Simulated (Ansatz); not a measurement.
**C6H18InN3: one species, many methods**

How much do the methods differ for C6H18InN3? The plan is to run it at one geometry with functionals of several rungs and with coupled cluster, and see how far each lands from CCSD(T) at the basis-set limit for the atomisation energy.

Program: Ansatz 0.2.0, Gaussian basis. Level of theory: functionals in def2-TZVPP, the program's frozen cores in correlated methods. These are calculated values, not measurements.

Plan: LDA (SPW92), PBE-D4, revPBE-D4, BLYP-D4, r2SCAN-D4, B97M-V, PBE0-D4, B3LYP-D4, r2SCANh-D4, r2SCAN0-D4, HSE06-D4, BHLYP-D4, CAM-B3LYP-D4, LC-ωPBE, ωB97X-V, ωB97M-V, B2PLYP, PBE-QIDH; CCSD(T)/def2-SVP; CCSD(T)/def2-TZVPP; MP2/def2-QZVPP; extrapolation to the limit; RPA on PBE.

**1. The relaxed structure**

An earlier PBE0-D4 in a triple-zeta def2 set relaxation fixed the geometry. In takes the def2 core potential; no spin-orbit term is included.

28 atoms, charge 0, spin multiplicity 1.

Atoms are counted from 1 here; the program's logs count them from 0.

Bond lengths: C1–N2 1.438 Å, C1–H11 1.101 Å, C1–H12 1.093 Å, C1–H13 1.103 Å, N2–C3 1.438 Å, N2–In4 2.019 Å, C3–H14 1.102 Å, C3–H15 1.093 Å, C3–H16 1.103 Å, In4–N5 2.019 Å, In4–N8 2.019 Å, N5–C6 1.438 Å, N5–C7 1.438 Å, C6–H17 1.103 Å, C6–H18 1.101 Å, C6–H19 1.093 Å, C7–H20 1.102 Å, C7–H21 1.103 Å and more. Angles: N2–C1–H11 110.9°, N2–C1–H12 111.2°, N2–C1–H13 112.9°, H11–C1–H12 107.1°, H11–C1–H13 106.7°, H12–C1–H13 107.7°, C1–N2–C3 112.6°, C1–N2–In4 122.4°, C3–N2–In4 123.0°, N2–C3–H14 111.2°, N2–C3–H15 111.4°, N2–C3–H16 112.6°, H14–C3–H15 107.4°, H14–C3–H16 106.7°, H15–C3–H16 107.3°, N2–In4–N5 119.7°, N2–In4–N8 119.6°, N5–In4–N8 119.7° and more.

**2. LDA**

This LDA is Slater exchange with PW92 correlation.

The input, in.yaml:

```yaml
crystal:
  periodic: [false, false, false]
  atoms:
    - {symbol: C, position_ang: [2.159244, -1.528079, 1.503294]}
    - {symbol: N, position_ang: [1.285530, -0.386431, 1.507809]}
    - {symbol: C, position_ang: [1.673894, 0.603567, 2.475199]}
    - {symbol: In, position_ang: [-0.007340, -0.007922, 0.004394]}
    - {symbol: N, position_ang: [-1.559535, 1.245677, 0.311793]}
    - {symbol: C, position_ang: [-1.876778, 1.773967, 1.610645]}
    - {symbol: C, position_ang: [-2.207868, 1.964523, -0.751067]}
    - {symbol: N, position_ang: [0.054755, -1.130399, -1.672207]}
    - {symbol: C, position_ang: [-1.042743, -1.193339, -2.598686]}
    - {symbol: C, position_ang: [1.278184, -1.640702, -2.228523]}
    - {symbol: H, position_ang: [2.191124, -2.001820, 2.497158]}
    - {symbol: H, position_ang: [1.815260, -2.286953, 0.796566]}
    - {symbol: H, position_ang: [3.200023, -1.271851, 1.241057]}
    - {symbol: H, position_ang: [1.660152, 0.189548, 3.495997]}
    - {symbol: H, position_ang: [0.996811, 1.460848, 2.461501]}
    - {symbol: H, position_ang: [2.693387, 0.987710, 2.302442]}
    - {symbol: H, position_ang: [-1.551706, 2.820413, 1.740485]}
    - {symbol: H, position_ang: [-2.963950, 1.756567, 1.786227]}
    - {symbol: H, position_ang: [-1.413858, 1.181049, 2.402990]}
    - {symbol: H, position_ang: [-3.303927, 1.921449, -0.649606]}
    - {symbol: H, position_ang: [-1.932789, 3.032540, -0.769925]}
    - {symbol: H, position_ang: [-1.953774, 1.546068, -1.727725]}
    - {symbol: H, position_ang: [-0.873201, -0.590479, -3.507215]}
    - {symbol: H, position_ang: [-1.214778, -2.228426, -2.933641]}
    - {symbol: H, position_ang: [-1.970482, -0.846523, -2.137509]}
    - {symbol: H, position_ang: [1.171949, -2.697207, -2.521990]}
    - {symbol: H, position_ang: [2.097756, -1.582702, -1.508461]}
    - {symbol: H, position_ang: [1.594649, -1.091083, -3.131023]}
basis:
  gaussian: {orbitals: def2-TZVPP}
hamiltonian: {xc: lda}
output: {orbitals: {seedname: orbitals}}
```

On the command line:

```console
$ ansatz run in.yaml --threads 4 --pin off --events-out ev --progress --plain --max-ram 63488MiB --backend cuda --devices 0, --max-vram 37GiB
```

The runs that follow: PBE-D4 (GGA); revPBE-D4 (GGA); BLYP-D4 (GGA); r2SCAN-D4 (meta-GGA); B97M-V (meta-GGA); PBE0-D4 (hybrid); B3LYP-D4 (hybrid); r2SCANh-D4 (hybrid); r2SCAN0-D4 (hybrid); HSE06-D4 (hybrid); BHLYP-D4 (hybrid); CAM-B3LYP-D4 (range-separated); LC-ωPBE (range-separated); ωB97X-V (range-separated); ωB97M-V (range-separated); B2PLYP (double hybrid); PBE-QIDH (double hybrid); CCSD(T) in def2-SVP; CCSD(T) in def2-TZVPP; MP2 in def2-QZVPP; RPA on PBE orbitals.

Before running them: what should the planned runs give, taken together? Wanted: atomisation energy, CCSD(T)/CBS; farthest beyond LDA; mean size of error, GGA; mean size of error, meta-GGA; mean size of error, hybrid; mean size of error, range-separated; mean size of error, double hybrid; gap, smallest and largest; T1 diagnostic.

As calculated:

| quantity | value |
| --- | --- |
| atomisation energy, CCSD(T)/CBS | 10254.4 kJ/mol |
| functionals within 102.5 kJ/mol (1.0 %) | revPBE-D4, BLYP-D4, r2SCAN-D4, B97M-V, PBE0-D4, B3LYP-D4, r2SCANh-D4, HSE06-D4, CAM-B3LYP-D4, LC-ωPBE, ωB97X-V, ωB97M-V, PBE-QIDH |
| farthest beyond LDA | BHLYP-D4 (-280.9 kJ/mol) |
| mean size of error, GGA | 87.5 kJ/mol |
| mean size of error, meta-GGA | 31.8 kJ/mol |
| mean size of error, hybrid | 100.6 kJ/mol |
| mean size of error, range-separated | 30.4 kJ/mol |
| mean size of error, double hybrid | 104.1 kJ/mol |
| gap, smallest and largest | 2.71 eV (LDA (SPW92)), 9.64 eV (LC-ωPBE) |
| T1 diagnostic | 0.0138 |
| triples share of the correlation energy | 3.9 % |

What this shows: The LDA atomisation energy is off by 1488.7 kJ/mol (15 %): it overbinds. PBE-D4 misses by +202.5 kJ/mol. Double hybrids carry the basis error of their MP2 part in triple zeta, and no dispersion term here, so their miss is partly the set-up's. The rungs range-separated, meta-GGA, GGA, hybrid miss on average by less than the doubt on the reference (102.5 kJ/mol), so they tie. The reference freezes the cores and leaves out spin-orbit coupling and excitations past (T), and its outer-core shells are covered unevenly, so misses under about 102.5 kJ/mol can't be ranked. All levels share the lack of spin-orbit coupling, which lowers the free heavy atoms and so the true binding. Hartree-Fock recovers 71 % of the binding; the rest is correlation. CCSD(T) in def2-SVP is off by -521.1 kJ/mol, so the small basis spoils what the method gains. Orbital gaps span 2.7 to 9.6 eV; exact exchange widens them. Correlated methods include outer-core shells of In, which these sets cover unevenly.
